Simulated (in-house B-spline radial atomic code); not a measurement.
# Ir²⁴⁺: excited configurations

How much energy does it take to promote electrons of Ir²⁴⁺ to other shells? Each configuration is solved by itself and compared with the reference.

The numbers are computed with in-house B-spline radial atomic code version 1 (Dirac-Hartree-Fock, average of configuration, Fermi nucleus, basis-set limit), except any that are marked as measured or tabulated.

### 1 The system

| Item | Value |
| --- | --- |
| element | iridium (Z = 77) |
| charge | +24 |
| electrons | 53 |
| configuration | [Kr] 4d10 4f7 |
| Hamiltonian | Dirac-Coulomb |
| nucleus | Fermi, rms radius 5.403 fm |

Outer shells as boxes (Hund's rule):

[Kr] 4d10 4f7
```
[Kr] core
4d [↑↓][↑↓][↑↓][↑↓][↑↓]
4f [↑ ][↑ ][↑ ][↑ ][↑ ][↑ ][↑ ]
```

The boxes draw the filling by Hund's rule, which heavy ions in jj coupling don't follow; these runs average over all states of the configuration.

Settings of the run:

```ini
Z = 77
electrons = 53.0
configuration = [Kr] 4d10 4f7
hamiltonian = dirac
method = hf
spin_polarised = False
nucleus = fermi
rms_radius = 5.4032
mass_number = 193
atomic_mass = 192.962923753
speed_of_light = 137.035999084
```

From the earlier run of the reference: total energy -17598.647159 hartree. Levels, eight at most:

```
orbital  occupation  energy (eV)  <r> (bohr)
  3d5/2           6     -2807.77      0.1746
  4s1/2           2     -1399.54      0.4119
  4p1/2           2     -1284.68      0.4131
  4p3/2           4     -1190.46      0.4402
  4d3/2           4     -1000.40      0.4412
  4d5/2           6      -981.88      0.4498
  4f5/2           3      -751.26      0.4399
  4f7/2           4      -747.05      0.4438
```

### 2 Configuration [Kr] 4d10 4f6 6g1

Settings of the run:

```ini
Z = 77
electrons = 53.0
configuration = [Kr] 4d10 4f6 6g1
hamiltonian = dirac
method = hf
spin_polarised = False
nucleus = fermi
rms_radius = 5.4032
mass_number = 193
atomic_mass = 192.962923753
speed_of_light = 137.035999084
```

### 3 [Kr] 4d9 4f7 8g1

Settings: those of step 2 with these lines changed.

```diff
@@ -2,3 +2,3 @@
 electrons = 53.0
-configuration = [Kr] 4d10 4f6 6g1
+configuration = [Kr] 4d9 4f7 8g1
 hamiltonian = dirac
```

### 4 Run with [Kr] 4d10 4f6 8s1

Settings: those of step 3 with these lines changed.

```diff
@@ -2,3 +2,3 @@
 electrons = 53.0
-configuration = [Kr] 4d9 4f7 8g1
+configuration = [Kr] 4d10 4f6 8s1
 hamiltonian = dirac
```

### 5 Run with [Kr] 4d9 4f7 6s1

Settings: those of step 4 with these lines changed.

```diff
@@ -2,3 +2,3 @@
 electrons = 53.0
-configuration = [Kr] 4d10 4f6 8s1
+configuration = [Kr] 4d9 4f7 6s1
 hamiltonian = dirac
```

### 6 Configuration [Kr] 4d10 4f6 8d1

Settings: those of step 5 with these lines changed.

```diff
@@ -2,3 +2,3 @@
 electrons = 53.0
-configuration = [Kr] 4d9 4f7 6s1
+configuration = [Kr] 4d10 4f6 8d1
 hamiltonian = dirac
```

How far above the reference does each configuration lie (order and size, in eV)?

As calculated:

| net move | configuration | energy above the reference (eV) | with Breit, QED, recoil (eV) | largest <r> (bohr) |
| --- | --- | --- | --- | --- |
| 4f → 6g | [Kr] 4d10 4f6 6g1 | 500.57 | 500.62 | 1.65 |
| 4f → 8s | [Kr] 4d10 4f6 8s1 | 552.72 | 552.91 | 2.65 |
| 4f → 8d | [Kr] 4d10 4f6 8d1 | 578.82 | 578.91 | 2.96 |
| 4d → 6s | [Kr] 4d9 4f7 6s1 | 587.67 | 587.48 | 1.29 |
| 4d → 8g | [Kr] 4d9 4f7 8g1 | 849.02 | 848.42 | 3.29 |

Quantum defects of the promoted electron, δ = n − ζ/√(−2ε) with ζ = 25 and ε its orbital energy in hartree:

| promotion | δ |
| --- | --- |
| 4f → 6g | 0.113 |
| 4f → 8s | 1.366 |
| 4f → 8d | 0.866 |
| 4d → 6s | 1.383 |
| 4d → 8g | 0.136 |

**Reading.** At the bottom stands 4f → 6g (500.57 eV), at the top 4d → 8g (849.02 eV). 1 of them lies more than 2 % above the ionisation threshold that Koopmans' theorem gives (747.05 eV), where such states can decay by emitting an electron. Of those tabulated, the defect is largest for 6s (1.38) and least for 6g (0.11); at this charge much of the defect is relativistic. These are averages over configurations, without correlation, not spectroscopic levels.
